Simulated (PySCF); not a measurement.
# SnSe (SMILES [Se][Sn]): levels of theory compared

We compute a comparison of 5 runs (SVWN5/STO-3G, wB97X-V/STO-3G, MP2/STO-3G, BCCD(T)/STO-3G, CCSD(T)/STO-3G) of SnSe. 

Program for the calculation: PySCF 2.14.0.

2 further runs of the same task are left out: 2 set aside as unsound or not needed.

## 1. The molecule

SnSe: 2 atoms, total charge 0, spin state singlet. SMILES: `[Se][Sn]`. The shape is that of a PBE0-D4/def2-TZVP optimisation.

Bond lengths: Se1–Sn2 2.325 Å.

## 2. The energy at SVWN5/STO-3G (run 1)

The input, calc.py:

```python
from pyscf import gto, dft

molecule = gto.M(
    atom='Se 0.000000 -0.000000 0.006530; Sn -0.000000 0.000000 2.331810',
    verbose=3,
    spin=0,
    max_memory=1860,
    basis='sto-3g',
)

ks = dft.RKS(molecule, xc='svwn')
ks.conv_tol = 1e-10
ks.grids.level = 5
ks.kernel()
if not ks.converged:
    ks = ks.newton().run(ks.mo_coeff, ks.mo_occ)

energy = ks.e_tot
print('Final energy', energy)
```

Run with:

```
OMP_NUM_THREADS=1 python calc.py
```

The log of the run:

```text
converged SCF energy = -8330.86688766155
Final energy -8330.866887661547
```

Run time: 1.7 s. Hardware: 1 thread of Arm Neoverse V2, shared host; peak memory 0.16 GiB.

## 3. A single-point energy at wB97X-V/STO-3G (run 2)

The input, mol.xyz:

```xyz
2
SeSn
Se     0.000000     0.000000     0.006530
Sn     0.000000     0.000000     2.331810
```

The input, run.py:

```python
from pyscf import gto, dft

system = gto.Mole()
system.atom = 'mol.xyz'
system.basis = 'sto-3g'
system.max_memory = 1860
system.charge = 0
system.verbose = 4
system.build()

mf = dft.RKS(system, xc='wb97x-v')
mf.nlcgrids.level = 1
mf.conv_tol = 1e-10
mf.grids.level = 5
mf.kernel()
if not mf.converged:
    mf = mf.newton().run(mf.mo_coeff, mf.mo_occ)

etot = mf.e_tot
print('Final energy', etot)
```

Run with:

```
OMP_NUM_THREADS=1 python run.py
```

The log of the run:

```text
PySCF version 2.14.0

[INPUT] num. atoms = 2
[INPUT] num. electrons = 84
[INPUT] charge = 0
[INPUT] spin (= nelec alpha-beta = 2S) = 0
[INPUT] symmetry False subgroup None
[INPUT] Mole.unit = angstrom
[INPUT] Symbol           X                Y                Z      unit          X                Y                Z       unit  Magmom
[INPUT]  1 Se     0.000000000000   0.000000000000   0.006530000000 AA    0.000000000000   0.000000000000   0.012339911593 Bohr   0.0
[INPUT]  2 Sn     0.000000000000   0.000000000000   2.331810000000 AA    0.000000000000   0.000000000000   4.406482274522 Bohr   0.0

nuclear repulsion = 386.878680659533
number of shells = 19
number of NR pGTOs = 135
number of NR cGTOs = 45
basis = sto-3g
ecp = {}

[... 62 lines left out ...]
converged SCF energy = -8339.75550571971
Final energy -8339.755505719708
```

It took 11 s on 1 thread of Arm Neoverse V2, shared host; peak memory 0.25 GiB.

## 4. The energy at MP2/STO-3G (run 3)

The input, input.py:

```python
# SnSe
from pyscf import gto, mp

mol = gto.M(
    atom=[
    ('Se', (0.000000, -0.000000, 0.006530)),
    ('Sn', (-0.000000, 0.000000, 2.331810)),
],
    verbose=3,
    charge=0,
    max_memory=1860,
    basis='sto-3g',
    spin=0,
)

myscf = mol.RHF()
myscf.conv_tol = 1e-10
myscf.kernel()
if not myscf.converged:
    myscf = myscf.newton().run(myscf.mo_coeff, myscf.mo_occ)

pt = mp.MP2(myscf, frozen=27).run()
energy = pt.e_tot
print('E(%s) = %.9f' % ('MP2', energy))
```

Run with:

```
OMP_NUM_THREADS=1 python input.py
```

The log of the run:

```text
converged SCF energy = -8336.87043166723
E(RMP2) = -8336.93824959721  E_corr = -0.0678179299792698
E(SCS-RMP2) = -8336.93790481132  E_corr = -0.0674731440929623
E(MP2) = -8336.938249597
```

Wall time 0.83 s (1 thread of Arm Neoverse V2, shared host); peak memory 0.12 GiB.

Run 4 isn't shown in full; the table further down has it.

## 5. A single-point energy at CCSD(T)/STO-3G (run 5)

The input, job.py:

```python
from pyscf import gto, scf, cc

mol = gto.M(
    atom='''
Se   0.000000   0.000000   0.006530
Sn   0.000000   0.000000   2.331810
''',
    verbose=4,
    max_memory=1860,
    basis='sto-3g',
    spin=0,
)

calc0 = scf.RHF(mol)
calc0.conv_tol = 1e-10
calc0.kernel()
if not calc0.converged:
    calc0 = calc0.newton().run(calc0.mo_coeff, calc0.mo_occ)

mycc = cc.CCSD(calc0, frozen=27)
mycc.kernel()
e_t = mycc.ccsd_t()
e_final = mycc.e_tot + e_t
print('Final energy', e_final)
```

Run with:

```
OMP_NUM_THREADS=1 python job.py
```

The log of the run:

```text
PySCF version 2.14.0

[INPUT] num. atoms = 2
[INPUT] num. electrons = 84
[INPUT] charge = 0
[INPUT] spin (= nelec alpha-beta = 2S) = 0
[INPUT] symmetry False subgroup None
[INPUT] Mole.unit = angstrom
[INPUT] Symbol           X                Y                Z      unit          X                Y                Z       unit  Magmom
[INPUT]  1 Se     0.000000000000   0.000000000000   0.006530000000 AA    0.000000000000   0.000000000000   0.012339911593 Bohr   0.0
[INPUT]  2 Sn     0.000000000000   0.000000000000   2.331810000000 AA    0.000000000000   0.000000000000   4.406482274522 Bohr   0.0

nuclear repulsion = 386.878680659533
number of shells = 19
number of NR pGTOs = 135
number of NR cGTOs = 45
basis = sto-3g
ecp = {}

[... 37 lines left out ...]
converged SCF energy = -8336.87043166723
[... 12 lines left out ...]
Init t2, MP2 energy = -8336.9382496256  E_corr(MP2) -0.06781795837194
[... 12 lines left out ...]
CCSD converged
[... 2 lines left out ...]
Final energy -8336.952173937143
```

It took 0.89 s on 1 thread of Arm Neoverse V2, shared host; peak memory 0.11 GiB.

## 6. Overview of the runs

```tsv
run	level	nlc grid	integration grid	energy (Eh)	dipole moment (D) of the reference	HOMO energy (eV)	LUMO energy (eV)	wall time
1	SVWN5/STO-3G	–	5	-8330.866888	1.84	-3.09	0.13	1.7 s
2	wB97X-V/STO-3G	1	5	-8339.755506	2.77	-6.05	3.04	11 s
3	MP2/STO-3G	–	–	-8336.938250	3.58	-5.82	4.32	0.83 s
4	BCCD(T)/STO-3G	–	–	-8336.951927	–	–	–	1.2 s
5	CCSD(T)/STO-3G	–	–	-8336.952174	3.58	-5.82	4.32	0.89 s
```

## 7. Summary of results

| quantity | value |
| --- | --- |
| run 5: total energy | -8336.95217 Eh |
| run 5: dipole moment (Hartree–Fock density) | 3.58 D |
| run 5: HOMO energy (Hartree–Fock orbitals) | -5.82 eV |
| run 5: LUMO energy (Hartree–Fock orbitals) | 4.32 eV |
| run 5: HOMO–LUMO gap (Hartree–Fock orbitals) | 10.14 eV |
| run 5: correlation energy (27 core orbitals frozen) | -81.7 mEh |
| run 5: (T) correction | -8.93 mEh |
| run 5: T1 diagnostic | 0.024 |

**Reading.** Totals of different functionals can't be ranked against each other. In runs 1, 2, 3, 4, 5 the basis is minimal, so the values are rough. In runs 1, 2, 3, 4, 5 relativity is left out where basis or elements ask for it. All runs together took 15 s, the longest 11 s.
